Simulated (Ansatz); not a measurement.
# C₂H₃In: up Jacob's ladder to CCSD(T)

How much do the methods differ for C₂H₃In? The plan is to run it at one geometry with functionals of several rungs and with coupled cluster. The yardstick is the atomisation energy at the CCSD(T) limit.

Program: Ansatz 0.2.0, Gaussian basis. Level of theory: functionals in def2-TZVPP, the program's frozen cores in correlated methods. These are calculated values, not measurements.

Levels to be run: LDA (SPW92), PBE-D4, revPBE-D4, BLYP-D4, r2SCAN-D4, B97M-V, PBE0-D4, B3LYP-D4, r2SCANh-D4, r2SCAN0-D4, HSE06-D4, BHLYP-D4, CAM-B3LYP-D4, LC-ωPBE, ωB97X-V, ωB97M-V, B2PLYP, PBE-QIDH; CCSD(T)/def2-SVP; CCSD(T)/def2-TZVPP; MP2/def2-QZVPP; extrapolation to the limit; RPA on PBE.

### Step 1. The relaxed structure

An earlier PBE0-D4 in a triple-zeta def2 set relaxation fixed the geometry. In takes the def2 core potential; no spin-orbit term is included.

SMILES `C#[C][InH2]`, 6 atoms, charge 0, spin multiplicity 1.

Atoms are counted from 1 here; the program's logs count them from 0.

Bond lengths: C1–C2 1.210 Å, C1–H4 1.067 Å, C2–In3 2.097 Å, In3–H5 1.713 Å, In3–H6 1.713 Å. Angles: C2–C1–H4 180.0°, C1–C2–In3 180.0°, C2–In3–H5 117.0°, C2–In3–H6 117.0°, H5–In3–H6 126.0°.

### Step 2. LDA

This LDA is Slater exchange with PW92 correlation.

File in.yaml:

```yaml
crystal:
  periodic: [false, false, false]
  atoms:
    - {symbol: C, position_ang: [-0.186568, -1.928023, 0.015100]}
    - {symbol: C, position_ang: [-0.070410, -0.723404, 0.005937]}
    - {symbol: In, position_ang: [0.131869, 1.363933, -0.010620]}
    - {symbol: H, position_ang: [-0.288965, -2.989587, 0.023341]}
    - {symbol: H, position_ang: [0.673512, 2.081547, -1.468779]}
    - {symbol: H, position_ang: [-0.259438, 2.195535, 1.435019]}
basis:
  gaussian: {orbitals: def2-TZVPP}
hamiltonian: {xc: lda}
output: {orbitals: {seedname: orbitals}}
```

The runs that follow: PBE-D4 (GGA); revPBE-D4 (GGA); BLYP-D4 (GGA); r2SCAN-D4 (meta-GGA); B97M-V (meta-GGA); PBE0-D4 (hybrid); B3LYP-D4 (hybrid); r2SCANh-D4 (hybrid); r2SCAN0-D4 (hybrid); HSE06-D4 (hybrid); BHLYP-D4 (hybrid); CAM-B3LYP-D4 (range-separated); LC-ωPBE (range-separated); ωB97X-V (range-separated); ωB97M-V (range-separated); B2PLYP (double hybrid); PBE-QIDH (double hybrid); CCSD(T) in def2-SVP; CCSD(T) in def2-TZVPP; MP2 in def2-QZVPP; RPA on PBE orbitals.

Q: Predict the results of all the runs planned. Wanted: atomisation energy, CCSD(T)/CBS; farthest beyond LDA; mean size of error, GGA; mean size of error, meta-GGA; mean size of error, hybrid; mean size of error, range-separated; mean size of error, double hybrid; gap, smallest and largest; T1 diagnostic.

**Answer**, as computed:

```
                               quantity                                                                                    value
        atomisation energy, CCSD(T)/CBS                                                                           474.1 kcal/mol
functionals within 4.7 kcal/mol (1.0 %)  r2SCAN-D4, B97M-V, PBE0-D4, HSE06-D4, CAM-B3LYP-D4, LC-ωPBE, ωB97X-V, ωB97M-V, PBE-QIDH
                    farthest beyond LDA                                                                BHLYP-D4 (-18.9 kcal/mol)
                mean size of error, GGA                                                                             6.3 kcal/mol
           mean size of error, meta-GGA                                                                             1.6 kcal/mol
             mean size of error, hybrid                                                                             7.2 kcal/mol
    mean size of error, range-separated                                                                             0.7 kcal/mol
      mean size of error, double hybrid                                                                             4.9 kcal/mol
              gap, smallest and largest                                                    3.73 eV (BLYP-D4), 10.44 eV (LC-ωPBE)
                          T1 diagnostic                                                                                   0.0146
triples share of the correlation energy                                                                                    4.0 %
```

In words: LDA overbinds by 67.0 kcal/mol (14 %). PBE-D4 misses by +6.9 kcal/mol. Double hybrids carry the basis error of their MP2 part in triple zeta, and no dispersion term here, so their miss is partly the set-up's. The rungs range-separated, meta-GGA miss on average by less than the doubt on the reference (4.7 kcal/mol), so they tie. The reference freezes the cores and leaves out spin-orbit coupling and excitations past (T), and its outer-core shells are covered unevenly, so misses under about 4.7 kcal/mol can't be ranked. All levels share the lack of spin-orbit coupling, which lowers the free heavy atoms and so the true binding. Hartree-Fock recovers 71 % of the binding; the rest is correlation. CCSD(T) in def2-SVP is off by -24.6 kcal/mol, more than most functionals: a good method in a small basis is no reference. Orbital gaps span 3.7 to 10.4 eV; exact exchange widens them. Correlated methods include outer-core shells of In, which these sets cover unevenly.
